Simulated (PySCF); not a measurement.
# [Gd(NO2)]2+: from a template to the relaxed complex

What shape and bonds does [Gd(NO2)]2+ have? It is relaxed from a template within its point group. The structure is generated, not taken from experiment.

Computed with PySCF 2.14.0. Level: B3LYP, Gd lcecp-1-SVP with ECP53, O def2-SVP, N def2-SVP; scalar-relativistic core potentials, no spin–orbit coupling.

1 further run of the same task is left out (for a known fault of the program).

### Step 1. Starting geometry

4 atoms, charge 2, spin multiplicity 1.

Bond lengths: Gd1–O2 2.473 Å, Gd1–O3 2.473 Å, Gd1–N4 2.924 Å, O2–N4 1.265 Å, O3–N4 1.265 Å. Angles: O2–Gd1–O3 50.8°, O2–Gd1–N4 25.4°, O3–Gd1–N4 25.4°, Gd1–O2–N4 97.7°, Gd1–O3–N4 97.7°, Gd1–N4–O2 56.9°, Gd1–N4–O3 56.9°, O2–N4–O3 113.9°.

As a file:

```xyz
4

Gd    0.0000    0.0000    0.0000
O     1.0600    0.0000    2.2338
O    -1.0600    0.0000    2.2338
N     0.0000    0.0000    2.9238
```

Formal oxidation states: Gd +3. Each metal's 7 4f electrons lie in its core potential, so multiplicities, spins and levels count the valence alone.

### Step 2. SCF at the start, singlet

The input, run.py (the lines that set the calculation):

```python
mol = gto.M(atom='''
Gd     0.00000     0.00000     0.00000
O      1.06000     0.00000     2.23380
O     -1.06000     0.00000     2.23380
N      0.00000     0.00000     2.92380''',
    basis={'Gd': 'lcecp-1-SVP', 'O': 'def2-SVP', 'N': 'def2-SVP'},
    ecp={'Gd': 'lcecp-1-SVP'},
    charge=2, spin=0)
mf = dft.RKS(mol, xc='B3LYP')
mf.grids.atom_grid = (50, 194)  # f atoms: unpruned, at least (60, 302)
mf = mf.density_fit()  # fitting sets: Gd AutoAux, O def2-universal-JKFIT, N def2-universal-JKFIT
mf.conv_tol = 1e-08; mf.max_cycle = 55
mf.kernel(dm0)  # dm0: free metal ions and neutral atoms
```

Started as:

```sh
$ OMP_NUM_THREADS=2 python run.py
```

The log of the run:

```text
init E= -235.42355079628
  HOMO = -0.932981476012273  LUMO = -0.789948593097559  gap/eV = 3.89212
cycle= 1 E= -239.397896287062  delta_E= -3.97  |g|= 1.89  |ddm|= 2.66
  HOMO = -0.62791198394342  LUMO = -0.610308275844925  gap/eV = 0.47902
cycle= 2 E= -220.716712709169  delta_E= 18.7  |g|= 6.03  |ddm|=    6
  HOMO = -0.728750110553297  LUMO = -0.57761776219386  gap/eV = 4.11252
cycle= 3 E= -239.822432979689  delta_E= -19.1  |g|=  1.2  |ddm|=  5.8
  HOMO = -0.578512829168611  LUMO = -0.571043365145435  gap/eV = 0.20325
cycle= 4 E= -238.886656681183  delta_E= 0.936  |g|= 1.83  |ddm|= 2.96
  HOMO = -0.667809995302452  LUMO = -0.539917878804217  gap/eV = 3.48012
cycle= 5 E= -240.13948194088  delta_E= -1.25  |g|= 0.231  |ddm|= 2.64
  HOMO = -0.65651178475391  LUMO = -0.566007314486569  gap/eV = 2.46275
cycle= 6 E= -240.156789358852  delta_E= -0.0173  |g|= 0.0775  |ddm|= 0.498
  HOMO = -0.661344187847373  LUMO = -0.556880367098218  gap/eV = 2.84261
cycle= 7 E= -240.158187632998  delta_E= -0.0014  |g|= 0.0145  |ddm|= 0.0802
  HOMO = -0.664054914346494  LUMO = -0.556620787895291  gap/eV = 2.92343
cycle= 8 E= -240.158256755825  delta_E= -6.91e-05  |g|= 0.00234  |ddm|= 0.0223
  HOMO = -0.664072338434124  LUMO = -0.556487929005377  gap/eV = 2.92752
cycle= 9 E= -240.158258945677  delta_E= -2.19e-06  |g|= 0.000384  |ddm|= 0.00543
  HOMO = -0.664075736114199  LUMO = -0.556432068657957  gap/eV = 2.92913
cycle= 10 E= -240.158259097647  delta_E= -1.52e-07  |g|= 0.000127  |ddm|= 0.00182
  HOMO = -0.664070333125789  LUMO = -0.55645462741879  gap/eV = 2.92837
cycle= 11 E= -240.158259121345  delta_E= -2.37e-08  |g|= 3.7e-05  |ddm|= 0.000913
  HOMO = -0.664066154794348  LUMO = -0.556460544418837  gap/eV = 2.92810
cycle= 12 E= -240.15825912304  delta_E= -1.69e-09  |g|= 3.17e-06  |ddm|= 0.000272
  HOMO = -0.664065808988166  LUMO = -0.556460399567382  gap/eV = 2.92809
Extra cycle  E= -240.15825912306  delta_E= -2.03e-11  |g|= 2.8e-06  |ddm|= 2.44e-05
converged SCF energy = -240.15825912306
```

Run time: 3.3 s. Hardware: 2 threads of Intel Xeon Platinum 8488C (Sapphire Rapids), shared host; peak memory 0.37 GiB.

It gives: E = -240.158259 Eh, HOMO -18.07 eV, LUMO -15.14 eV, Mulliken charge on Gd1 +2.08 e. 

### Step 3. Relaxation, singlet

Steps are kept in the start's point group, C2v.

The input, run.py (the lines that set the calculation):

```python
mol = gto.M(atom='''
Gd     0.00000     0.00000    -0.55121
O      1.06000     0.00000     1.68259
O     -1.06000     0.00000     1.68259
N      0.00000     0.00000     2.37259''',
    basis={'Gd': 'lcecp-1-SVP', 'O': 'def2-SVP', 'N': 'def2-SVP'},
    ecp={'Gd': 'lcecp-1-SVP'},
    charge=2, spin=0)
mf = dft.RKS(mol, xc='B3LYP')
mf.grids.atom_grid = (50, 194)  # f atoms: unpruned, at least (60, 302)
mf = mf.density_fit()  # fitting sets: Gd AutoAux, O def2-universal-JKFIT, N def2-universal-JKFIT
mf.conv_tol = 1e-08; mf.max_cycle = 55
mf.kernel(dm0)  # dm0: an SCF of this state at this start
# quasi-Newton relaxation in Cartesian coordinates to a largest gradient under 0.00045 Eh/bohr, steps kept in the point group
```

Started as:

```sh
$ OMP_NUM_THREADS=2 python run.py
```

The driver keeps no SCF log for this step, only its results.

It took 16 s on 2 threads of Intel Xeon Platinum 8488C (Sapphire Rapids), shared host.

Relaxation path:

```csv
step,energy from step 1 (eV),largest force component (eV/Å)
1,0.0000,2.8601
2,-0.2391,2.4600
3,-0.4450,1.3617
4,-0.5195,0.5316
5,-0.5287,0.1057
6,-0.5292,0.0116
7,-0.5292,0.0023
```

Close pairs (by a distance rule), those that changed most:

| bond | before (Å) | after (Å) | change (Å) |
| --- | --- | --- | --- |
| Gd1–O2 | 2.473 | 2.209 | -0.264 |
| Gd1–O3 | 2.473 | 2.209 | -0.264 |
| Gd1–N4 | 2.924 | 2.684 | -0.240 |
| O2–N4 | 1.265 | 1.278 | +0.014 |
| O3–N4 | 1.265 | 1.278 | +0.014 |

It ends in C2v at E = -240.177707 Eh.

```
Gd    0.0000    0.0000   -0.3477
O     1.0441    0.0000    1.5989
O    -1.0441    0.0000    1.5989
N     0.0000    0.0000    2.3365
```

### Step 4. The relaxed geometry turned into its symmetry frame

The input, run.py (the lines that set the calculation):

```python
mol = gto.M(atom='''
Gd     0.00000     0.00000    -0.48969
O      1.04414     0.00000     1.45687
O     -1.04414     0.00000     1.45687
N      0.00000     0.00000     2.19443''',
    basis={'Gd': 'lcecp-1-SVP', 'O': 'def2-SVP', 'N': 'def2-SVP'},
    ecp={'Gd': 'lcecp-1-SVP'},
    charge=2, spin=0)
mf = dft.RKS(mol, xc='B3LYP')
mf.grids.atom_grid = (50, 194)  # f atoms: unpruned, at least (60, 302)
mf = mf.density_fit()  # fitting sets: Gd AutoAux, O def2-universal-JKFIT, N def2-universal-JKFIT
mf.conv_tol = 1e-08; mf.max_cycle = 55
mf.kernel(dm0)  # dm0: free metal ions and neutral atoms
```

Started as:

```sh
$ OMP_NUM_THREADS=2 python run.py
```

The log of the run:

```text
init E= -235.455794380592
  HOMO = -0.962187703423513  LUMO = -0.815225952775197  gap/eV = 3.99903
cycle= 1 E= -239.394202887202  delta_E= -3.94  |g|= 1.97  |ddm|=  2.7
  HOMO = -0.600764340945379  LUMO = -0.593966643596095  gap/eV = 0.18497
cycle= 2 E= -228.275055460868  delta_E= 11.1  |g|= 5.39  |ddm|= 5.71
  HOMO = -0.784135130170863  LUMO = -0.627901865664523  gap/eV = 4.25132
cycle= 3 E= -240.009357192151  delta_E= -11.7  |g|= 0.753  |ddm|= 5.38
  HOMO = -0.613181808285802  LUMO = -0.568709547829241  gap/eV = 1.21015
cycle= 4 E= -239.998452859986  delta_E= 0.0109  |g|= 0.826  |ddm|= 1.87
  HOMO = -0.712976717072976  LUMO = -0.560869818651291  gap/eV = 4.13904
cycle= 5 E= -240.175882627235  delta_E= -0.177  |g|= 0.0858  |ddm|= 0.985
  HOMO = -0.702301559183347  LUMO = -0.550837193961973  gap/eV = 4.12156
cycle= 6 E= -240.177648029401  delta_E= -0.00177  |g|= 0.0141  |ddm|= 0.0978
  HOMO = -0.703924557848186  LUMO = -0.551481522066019  gap/eV = 4.14819
cycle= 7 E= -240.177703315606  delta_E= -5.53e-05  |g|= 0.00326  |ddm|= 0.0232
  HOMO = -0.704363139939026  LUMO = -0.551768410098604  gap/eV = 4.15231
cycle= 8 E= -240.17770711136  delta_E= -3.8e-06  |g|= 0.000525  |ddm|= 0.00553
  HOMO = -0.704340455622699  LUMO = -0.551686359938291  gap/eV = 4.15393
cycle= 9 E= -240.177707313248  delta_E= -2.02e-07  |g|= 0.000118  |ddm|= 0.00178
  HOMO = -0.704323162796616  LUMO = -0.551697692598383  gap/eV = 4.15315
cycle= 10 E= -240.177707328508  delta_E= -1.53e-08  |g|= 1.74e-05  |ddm|= 0.00057
  HOMO = -0.704323213870847  LUMO = -0.551698291354886  gap/eV = 4.15314
cycle= 11 E= -240.177707328812  delta_E= -3.05e-10  |g|= 2.69e-06  |ddm|= 9.49e-05
  HOMO = -0.704322661913277  LUMO = -0.551698181227926  gap/eV = 4.15312
Extra cycle  E= -240.177707328813  delta_E= -1.08e-12  |g|= 2.6e-06  |ddm|= 7.38e-06
converged SCF energy = -240.177707328813
```

Run time: 1.1 s. Hardware: 2 threads of Intel Xeon Platinum 8488C (Sapphire Rapids), shared host.

It gives: E = -240.177707 Eh, HOMO -19.17 eV, LUMO -15.01 eV, Mulliken charge on Gd1 +2.04 e. 

### Step 5. Harmonic vibrations

run.py (the lines that set the calculation): that of step 4 with these lines changed.

```diff
@@ -11,3 +11,4 @@
 mf = mf.density_fit()  # fitting sets: Gd AutoAux, O def2-universal-JKFIT, N def2-universal-JKFIT
-mf.conv_tol = 1e-08; mf.max_cycle = 55
-mf.kernel(dm0)  # dm0: free metal ions and neutral atoms
+mf.conv_tol = 1e-10; mf.max_cycle = 55
+mf.kernel(dm0)  # dm0: the density of the relaxed state
+# Hessian and dipole derivatives by central differences of gradients, 0.02 bohr
```

Started as:

```sh
$ OMP_NUM_THREADS=2 python run.py
```

No log is kept here; the results follow.

Wall time 24 s (2 threads of Intel Xeon Platinum 8488C (Sapphire Rapids), shared host).

Point group C2v; negative numbers are unstable modes, and those under 60 cm⁻¹ are near the numerical noise:

```
cm⁻¹  km/mol  symmetry
 188     2.8        b1
 193    14.2        b2
 362    28.9        a1
 862    26.9        a1
1107   280.0        b2
1287    34.4        a1
```

### Step 6. Properties on a finer grid

The input, run.py (the lines that set the calculation):

```python
mol = gto.M(atom='''
Gd     0.00000     0.00000    -0.34767
O      1.04414     0.00000     1.59889
O     -1.04414     0.00000     1.59889
N      0.00000     0.00000     2.33645''',
    basis={'Gd': 'lcecp-1-SVP', 'O': 'def2-SVP', 'N': 'def2-SVP'},
    ecp={'Gd': 'lcecp-1-SVP'},
    charge=2, spin=0)
mf = dft.RKS(mol, xc='B3LYP')
mf.grids.atom_grid = (75, 302)  # f atoms: unpruned, at least (60, 302)
mf = mf.density_fit()  # fitting sets: Gd AutoAux, O def2-universal-JKFIT, N def2-universal-JKFIT
mf.conv_tol = 1e-09; mf.max_cycle = 55
mf.kernel(dm0)  # dm0: the density of the relaxed state
```

Started as:

```sh
$ OMP_NUM_THREADS=2 python run.py
```

The log of the run:

```text
init E= -240.177739932179
  HOMO = -0.704336129046968  LUMO = -0.551698315478788  gap/eV = 4.15349
cycle= 1 E= -240.177739931262  delta_E= 9.16e-10  |g|= 9.83e-05  |ddm|= 0.000167
  HOMO = -0.704304664197767  LUMO = -0.551692651982909  gap/eV = 4.15278
cycle= 2 E= -240.177739925092  delta_E= 6.17e-09  |g|= 0.000192  |ddm|= 0.00027
  HOMO = -0.704322356637956  LUMO = -0.551695803455278  gap/eV = 4.15318
cycle= 3 E= -240.177739933335  delta_E= -8.24e-09  |g|= 3.62e-05  |ddm|= 0.000172
  HOMO = -0.704324355309044  LUMO = -0.55169596143372  gap/eV = 4.15323
cycle= 4 E= -240.177739933605  delta_E= -2.7e-10  |g|= 3.66e-06  |ddm|= 3e-05
  HOMO = -0.704324193265141  LUMO = -0.551695837167454  gap/eV = 4.15323
Extra cycle  E= -240.177739933594  delta_E= 1.17e-11  |g|= 8.95e-06  |ddm|= 8.18e-06
converged SCF energy = -240.177739933594
```

Wall time 7.6 s (2 threads of Intel Xeon Platinum 8488C (Sapphire Rapids), shared host).

Result: E = -240.177740 Eh, HOMO -19.17 eV, LUMO -15.01 eV, Mulliken charge on Gd1 +2.04 e, largest force component 0.006 eV/Å. 

Löwdin charges:

```
atom  value (e)
 Gd1       1.82
  O2      -0.09
  O3      -0.09
  N4       0.36
```

Mulliken charges: Gd1 +2.04, O2 -0.26, O3 -0.26, N4 +0.48 e.

Contacts (the nearest donor of each ligand) and Mayer bond orders:

```
     contact  distance (Å)  bond order
Gd1–O2 (NO2)         2.209        0.75
```

Mulliken populations of Gd1 outside the core potential: s 2.16, p 6.08, d 0.68, f 0.04.

The fields below are evaluated on a grid from the run's orbitals.

Frontier orbitals at B3LYP, with the share of their density that lies nearest to each atom:

```
orbital  energy (eV)                                   lies on
 HOMO-1       -20.47                    O2, O3 about 46 % each
   HOMO       -19.17  N4 49 %; O2, O3 about 21 % each; Gd1 8 %
   LUMO       -15.01  Gd1 62 %; N4 24 %; O2, O3 about 7 % each
```

ELF in a plane through or near 4 of the atoms.

Ten even steps from '0' (0.00) to '9' (0.98):
```
0000000000000000000000000000
0000000000000000000000000000
0000000000000000000000000000
0000000000000123320000000000
0000000000012467752000000000
0000000000024789862000000000
0000012321047755841000000000
0000135775237745631111100000
0000368988845777757877520000
0001489611751235547999730000
0001489701751135537999730000
0000368988845877867877520000
0000135665337744731111100000
0000012321037767841000000000
0000000000024789962000000000
0000000000012467752000000000
0000000000000123320000000000
0000000000000000000000000000
0000000000000000000000000000
0000000000000000000000000000
```
The map spans 8.5 Å across and 7.3 Å up, centred on the molecule. Atoms in the plane (x, y in Å): Gd1 (-1.6, 0.0), O2 (0.3, 1.0), O3 (0.3, -1.0), N4 (1.0, 0.0).

On the surface of density 0.002 e/bohr³ the electrostatic potential runs, from the 1st to the 99th percentile, from 6.62 V near N4 to 19.18 V near Gd1.

### Step 7. What came out

```
                                              quantity                            value
                                 state and point group      singlet in the valence, C2v
                                                 modes  188 to 1287 cm⁻¹, none unstable
strongest infrared band (modes within 1.5 cm⁻¹ summed)           1107 cm⁻¹ (280 km/mol)
                                     zero-point energy                         0.248 eV
                               ideal gas, 298 K, 1 bar   S = 317.9, Cp = 59.4 J/(mol K)
                                 metal–ligand contacts                           2.21 Å
                                       frontier levels   HOMO -19.17 eV, LUMO -15.01 eV
                       dipole about the centre of mass                           6.22 D
                                   mean polarisability                           4.3 Å³
```

All modes are real, so the structure is a minimum. The metal carries +1.82 e by Löwdin's partition against a formal +3, and bond orders to the nearest donors reach 0.75. Both measures hang on the basis. One start shape was tried, so another isomer may lie lower. These are double-zeta-type bases without diffuse functions. Spin–orbit coupling is left out.
